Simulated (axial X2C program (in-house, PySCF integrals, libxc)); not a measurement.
# A two-component session on SnSi⁺: EOM-EA-CCSD levels

Wanted for SnSi⁺: EOM-EA-CCSD levels, at the two-component level.

Computed with an in-house X2C program for linear molecules on PySCF integrals. Level: two-component X2C with atomic mean-field terms, Sn dyall-acv3z, Si dyall-av3z.

All values are calculated.

### Step 1. The job

Contents of task.json:

```json
{"zs": [50, 14], "q": 1, "bas": ["dyall-acv3z", "dyall-av3z"], "r0": 2.56, "eom": "ea", "thr": -2.0, "nmax": 92, "grid": [1, 0.96, 1.045, 0.92, 1.09, 1.15]}
```

Keys: zs atomic numbers; q charge; bas basis sets; r0 starting distance in Å; eom kind of EOM run; thr threshold in hartree for freezing inner shells (an s shell follows its p shell); nmax most natural virtual spinors; grid distances as factors.

Run with:

```sh
$ python soeom.py task.json out
```

Further steps of the session: EOM-EA-CCSD at 2.549 Å.

**Question.** What will these runs give? Wanted: next root with a one-particle weight over 0.6; T1 of the reference.

**Answer**, as computed:

| quantity | value |
| --- | --- |
| lowest root at 2.549 Å | Ω = 1/2, 13.403 eV |
| next root with a one-particle weight over 0.6 | Ω = 3/2, about 150 cm⁻¹ higher |
| T1 of the reference | 0.081 |

**Reading.** The two lowest roots lie 150 cm⁻¹ apart, inside the method's error for states of unlike make-up: unless they are components of one term, their order isn't settled. The added electron is bound by 13.40 eV in a spinor of 39% Si pπ, 28% Sn pπ, 10% Si pσ. With a reference this poor (T1 or doubles large) the levels aren't secure even in their order; roots led by higher excitations are left out, as are roots with a one-particle weight under 0.6, so the list is incomplete, and low states of that kind can be missing. T1 or the largest double amplitude of the reference is raised, which lowers the reliability.
